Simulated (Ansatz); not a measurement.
# La2BrClO2 (P4mm): polarisation and piezoelectric response

How does La2BrClO2 (P4mm) polarise under strain?

Program: Ansatz 0.2.0. Level of theory: DFT PBEsol, scalar-relativistic, plane waves, PAW. These are calculated values, not measurements.

## Step 1: Starting point

Symmetry: P4mm, No. 99, tetragonal system. Conventional cell: a = 4.087 Å, b = 4.087 Å, c = 7.137 Å, α = 90.00°, β = 90.00°, γ = 90.00°. Br (site symmetry 4mm) is surrounded by 5 La at 3.25 Å. Cl (site symmetry 4mm) is surrounded by 5 La at 3.18 to 3.41 Å and 4 O at 3.26 Å. La (site symmetry 4mm) is surrounded by 4 O at 2.36 Å and 4 Br at 3.25 Å and 1 Cl at 3.41 Å. La (site symmetry 4mm) is surrounded by 4 O at 2.38 Å and 4 Cl at 3.18 Å and 1 Br at 3.25 Å. O (site symmetry 2mm) has 4 La at 2.36 to 2.38 Å in its first shell of neighbours.

Structure file:

```cif
data_structure
_symmetry_space_group_name_H-M 'P4mm'
_symmetry_Int_Tables_number 99
_cell_length_a 4.0868
_cell_length_b 4.0868
_cell_length_c 7.1370
_cell_angle_alpha 90.000
_cell_angle_beta 90.000
_cell_angle_gamma 90.000
_cell_volume 119.20
loop_
_atom_site_label
_atom_site_type_symbol
_atom_site_symmetry_multiplicity
_atom_site_Wyckoff_symbol
_atom_site_fract_x
_atom_site_fract_y
_atom_site_fract_z
_atom_site_occupancy
Br1 Br 1 b 0.50000 0.50000 0.37224 1
Cl1 Cl 1 a 0.00000 0.00000 0.64180 1
La1 La 1 a 0.00000 0.00000 0.16395 1
La2 La 1 b 0.50000 0.50000 0.82734 1
O1 O 2 c 0.50000 0.00000 0.99733 1
```

An earlier run at PBEsol left this cell at 19.867 Å³/atom and 0.00 GPa (8×8×4 mesh), mesh gap 3.75 eV.

## Step 2: Formal polarisation by the Berry phase

File input.yaml:

```yaml
crystal:
  lattice:
    - [4.0868353988, 0.0, 0.0]
    - [0.0, 4.0868353988, 0.0]
    - [0.0, 0.0, 7.1369555912]
  atoms:
    - { symbol: Br, position: [0.5, 0.5, 0.3722447521] }
    - { symbol: Cl, position: [0.0, 0.0, 0.6418041649] }
    - { symbol: La, position: [0.0, 0.0, 0.1639462877] }
    - { symbol: La, position: [0.5, 0.5, 0.8273410608] }
    - { symbol: O, position: [0.5, 0.0, 0.9973318673] }
    - { symbol: O, position: [0.0, 0.5, 0.9973318673] }
basis:
  ecutwfc: 420
  ecutrho_ratio: 4
kpoints:
  mp_grid: { grid: [8, 8, 4] }
hamiltonian:
  xc: pbesol
scf:
  occupations: { method: fixed }
  convergence: { dr2_threshold: 1.0e-11 }
output:
  forces: true
  stress: true
  eigenvalues: true
  polarization: {}
```

Launch:

```sh
$ ansatz run input.yaml --threads 8 --pin off --max-ram 15360MiB --backend cpu --events-out ev --progress --plain --runs-dir out
```

The log of the run:

```text
Warning: RAYON_NUM_THREADS=8 ignored (pool sized by the plan → 8); use --threads N
Engine: ansatz 0.2.0, aarch64-unknown-linux-gnu
Pseudopotentials: kind: paw
Pseudopotential: Br, paw, valence charge 7, recommended cutoff 420 eV (normal), Br.paw.azcp
Pseudopotential: Cl, paw, valence charge 7, recommended cutoff 420 eV (normal), Cl.paw.azcp
Pseudopotential: La, paw, valence charge 11, recommended cutoff 420 eV (normal), La.paw.azcp
Pseudopotential: O, paw, valence charge 6, recommended cutoff 420 eV (normal), O.paw.azcp
Functional definition: PBEsol
  exchange = pbesol_x
  correlation = pbesol_c
Crystal: 6 atoms, lattice volume = 119.203 Å³
Basis set: ecut = 420 eV, 2359 PW (Γ), exchange–correlation on 60×60×96 points (8 copies of the dense FFT grid, shifted against one another)
Bands: 30, of which v1, the nominal top of the filled ones, is band 24 counted from 1 (23 counted from 0)
Symmetry: 8 space group operations
Space group: P4mm (ITA 99), of the structure as read, at distance tolerance 4.9e-5 Å
k-points: 45 of 256 (time reversal used)
Non-local potential: Br, projectors of the file, l = 0: 2, l = 1: 2, l = 2: 2
Non-local potential: Cl, projectors of the file, l = 0: 2, l = 1: 2, l = 2: 2
Non-local potential: La, projectors of the file, l = 0: 3, l = 1: 2, l = 2: 2, l = 3: 3
Non-local potential: O, projectors of the file, l = 0: 2, l = 1: 2, l = 2: 1
PAW form: soft (Blöchl's): semilocal exchange-correlation on the pseudo side does not see the compensation charge
PAW frozen core: Br, regenerated for the run's functional, and the local potential with it (the file was generated under x = pbe(κ = 0.804, μ = 0.2195149727645171), c = pbe(β = 0.06672455060314922))
PAW frozen core: Cl, regenerated for the run's functional, and the local potential with it (the file was generated under x = pbe(κ = 0.804, μ = 0.2195149727645171), c = pbe(β = 0.06672455060314922))
PAW frozen core: La, regenerated for the run's functional, and the local potential with it (the file was generated under x = pbe(κ = 0.804, μ = 0.2195149727645171), c = pbe(β = 0.06672455060314922))
PAW frozen core: O, regenerated for the run's functional, and the local potential with it (the file was generated under x = pbe(κ = 0.804, μ = 0.2195149727645171), c = pbe(β = 0.06672455060314922))
PAW one-centre angular grid: Br, 110 points (default); XC on 64 Gauss nodes
PAW one-centre angular grid: Cl, 110 points (default); XC on 64 Gauss nodes
PAW one-centre angular grid: La, 590 points (default); XC on 64 Gauss nodes
PAW one-centre angular grid: O, 110 points (default); XC on 64 Gauss nodes
Initial density: superposition of atomic densities (neutral atoms: chi_scale 0, normalization atom), corrected by the library's trained network
Initial wavefunctions: pseudopotential atomic-orbital guess
Functional: x = pbesol(κ = 0.804, μ = 0.12345679012345678), c = pbesol(β = 0.046)
SCF iter   1: F=—  HF=-17255.146161 eV  |F-HF|=—  |Δ(HF+E_count)|=         —  Δρ=1.13e-2  dr2=1.44e-1  ethr=1.77e-3  ⟨swp⟩=5.8  Hψ=5635  notcnv=0  defer=96
preconditioner: auto → Resta (q_TF=auto, 2.345 Å⁻¹)  ε∞=4.6  [insulator: Δε(μ)=3.602 eV  Ē_g=11.901 eV  n_scr=28 (ndim 8)  ℏωp=22.6 eV  f_vac=0.000  ε∞_Penn≈4.6]
SCF iter   2: F=—  HF=-17255.118646 eV  |F-HF|=—  |Δ(HF+E_count)|=   2.75e-2  Δρ=4.46e-3  dr2=2.16e-2  ethr=2.99e-4  ⟨swp⟩=3.6  Hψ=3091  notcnv=0  defer=160
SCF iter   3: F=—  HF=-17255.115006 eV  |F-HF|=—  |Δ(HF+E_count)|=   3.64e-3  Δρ=1.40e-3  dr2=2.40e-3  ethr=4.50e-5  ⟨swp⟩=3.0  Hψ=2150  notcnv=0  defer=179
SCF iter   4: F=—  HF=-17255.115092 eV  |F-HF|=—  |Δ(HF+E_count)|=   8.60e-5  Δρ=4.01e-4  dr2=1.48e-4  ethr=5.00e-6  ⟨swp⟩=2.6  Hψ=2176  notcnv=0  defer=180
SCF iter   5: F=—  HF=-17255.115157 eV  |F-HF|=—  |Δ(HF+E_count)|=   6.50e-5  Δρ=8.84e-5  dr2=9.29e-6  ethr=3.08e-7  ⟨swp⟩=2.1  Hψ=2224  notcnv=0  defer=155
SCF iter   6: F=—  HF=-17255.115109 eV  |F-HF|=—  |Δ(HF+E_count)|=   4.81e-5  Δρ=1.75e-5  dr2=3.71e-7  ethr=1.94e-8  ⟨swp⟩=2.1  Hψ=2107  notcnv=0  defer=142
SCF iter   7: F=—  HF=-17255.115109 eV  |F-HF|=—  |Δ(HF+E_count)|=   6.61e-7  Δρ=4.54e-6  dr2=2.58e-8  ethr=7.72e-10  ⟨swp⟩=2.1  Hψ=2064  notcnv=0  defer=96
SCF iter   8: F=—  HF=-17255.115109 eV  |F-HF|=—  |Δ(HF+E_count)|=   1.23e-8  Δρ=9.72e-7  dr2=1.38e-9  ethr=5.38e-11  ⟨swp⟩=2.2  Hψ=2237  notcnv=0  defer=96
SCF iter   9: F=—  HF=-17255.115109 eV  |F-HF|=—  |Δ(HF+E_count)|=  4.66e-10  Δρ=1.65e-7  dr2=3.67e-11  ethr=2.88e-12  ⟨swp⟩=2.1  Hψ=2144  notcnv=0  defer=96
SCF iter  10: F=-17255.115109 eV  HF=-17255.115109 eV  |F-HF|=0.00e0  |Δ(HF+E_count)|=  1.09e-11  Δρ=4.08e-8  dr2=1.82e-12  ethr=1.00e-12  ⟨swp⟩=16.4  Hψ=9940  notcnv=0
SCF 1 converged in 10 iterations: F = -17255.115109 eV  dr2 = 1.82e-12
NSCF: frozen V_eff on 48 k-points
SCF converged after 10 iterations
Free energy (F): -17255.115109 eV
Harris-Foulkes:  -17255.115109 eV  (|F-HF|=0.00e0)
Internal energy: -17255.115109 eV  (E = F + TS)
E sigma→0 (E₀):  -17255.115109 eV
Fermi energy:    7.858832 eV
--- Per-component energies (eV) ---
  E_band       = -59.053445
  E_kinetic    = 1032.024091
  E_local      = -2075.672713  (includes V_loc(G=0)·N_el)
  E_nonlocal   = 392.089246
  E_hartree    = 757.979950
  E_xc         = -793.400907
  E_vxc        = -711.294719  (∫ρ·V_xc dr)
  E_paw        = -13808.119702  (= ΣΔE_a)
  E_vpaw       = -212.164237  (= ΣTr[D̂ρ^β])
  E_aug_tail   = 0.004940  (compensation charges beyond the density's cutoff)
  E_ewald      = -2760.600311
  E_core_change = 0.580297  (= ΣΔE_core)
  E_smearing   = -0.000000  (= −TS)
  E_closure    = -0.000000  (closes the sum)
  Σ components = -17255.115109   (vs F -17255.115109, Δ=0.00e0)
--- Forces (eV/Å), atoms counted from 1 ---
  atom   1  Br     0.00000000     0.00000000    -0.00000867
  atom   2  Cl    -0.00000000     0.00000000     0.00075255
  atom   3  La     0.00000000     0.00000000     0.00052165
  atom   4  La    -0.00000000     0.00000000     0.00009529
  atom   5  O     -0.00000000     0.00000000    -0.00068063
  atom   6  O     -0.00000000     0.00000000    -0.00068063
  max |Σ_I F_I| component: 4.50e-7 eV/Å
--- Stress (GPa, compression-positive) ---
       -0.002799       0.000000       0.000000
        0.000000      -0.002799       0.000000
        0.000000       0.000000      -0.007265
  P = ⅓ Tr σ = -0.0043 GPa (-0.043 kbar)
--- Band table (eV; the first three rows and the last of 45) ---
  k-point 0: bands = ["-22.0967", "-21.8659", "-9.1238", "-7.8043", "-6.1542", "-5.9903", "-5.9903", "-5.7816", "-5.4695", "-5.4695", "-5.0043", "-3.8173", "4.8826", "5.4683", "5.5098", "5.5145", "5.5145", "6.2532", "6.2532", "6.5570", "6.5570", "7.5348", "7.8588", "7.8588", "11.6122", "12.4517", "12.5512", "12.7612", "12.8183", "12.8183"]
  k-point 1: bands = ["-22.0959", "-21.8667", "-9.1170", "-7.8042", "-6.3820", "-5.9876", "-5.9876", "-5.5198", "-5.4727", "-5.4727", "-4.9378", "-3.9148", "4.4884", "5.5048", "5.5683", "5.5683", "5.9800", "6.0130", "6.0130", "6.8629", "6.8629", "7.2956", "7.7327", "7.7327", "11.7567", "12.3643", "12.5522", "12.6791", "12.8194", "12.8194"]
  k-point 2: bands = ["-22.0951", "-21.8676", "-9.1101", "-7.8042", "-6.5156", "-5.9849", "-5.9849", "-5.4760", "-5.4760", "-5.3709", "-4.8224", "-4.0427", "4.2585", "5.4996", "5.6879", "5.6879", "5.7964", "5.7964", "6.4861", "6.9035", "7.1779", "7.1779", "7.5076", "7.5076", "12.0186", "12.1617", "12.5531", "12.6833", "12.8382", "12.8382"]
  k-point 44: bands = ["-21.9088", "-21.8656", "-9.5601", "-9.5601", "-6.1070", "-6.0175", "-5.8474", "-5.8474", "-5.3316", "-5.2029", "-3.6928", "-3.6928", "4.7830", "4.8825", "4.9100", "4.9100", "6.6416", "6.6416", "6.7792", "6.8357", "7.0847", "7.2084", "7.2084", "7.2455", "12.6377", "12.6377", "12.7204", "12.7653", "12.7653", "12.8069"]
--- Formal polarisation (Berry phase): one branch of a lattice of values; only differences between neighbouring runs are physical ---
  axis  mesh            electronic          ionic      p = total  spread (rad)  least overlap  resolved gap  δp at fixed H ≤   (phases in cycles; p mod 1; gap in eV; gap and δp judge the states as solved, not the mesh's step, its correction or the SCF's stop)
  b1    8×8×4           0.00000000    12.00000000    12.00000000      0.000000         0.9673        3.7533           4.4e-6
  b2    8×8×4           0.00000000    12.00000000    12.00000000      0.000000         0.9673        3.7533           4.4e-6
  b3    8×8×4          -0.00362383    29.97048566    29.96686183      0.040829         0.9634        3.7533           2.6e-6
  quantum along a1:   0.03428466 e/Å² =    54.930083 µC/cm²
  quantum along a2:   0.03428466 e/Å² =    54.930083 µC/cm²
  quantum along a3:   0.05987227 e/Å² =    95.925948 µC/cm²
  P = (  0.41141593,   0.41141593,   1.79418397) e/Å² = (  659.160992,   659.160992,  2874.599636) µC/cm²  (mod the quanta)
```

Run time: 6.1 s. Hardware: 8 threads of Arm Neoverse V2, shared host; peak memory 0.7 GiB.

In short: volume 19.867 Å³/atom, pressure 0.00 GPa, gap on the mesh 3.75 eV.

Formal polarisation along the cell vectors, electrons and ions together:

| axis | in quanta, modulo one | quantum (μC/cm²) |
| --- | --- | --- |
| a | 0.0000 | 54.9 |
| b | 0.0000 | 54.9 |
| c | 0.9669 | 95.9 |

[end of part 1 of 2]
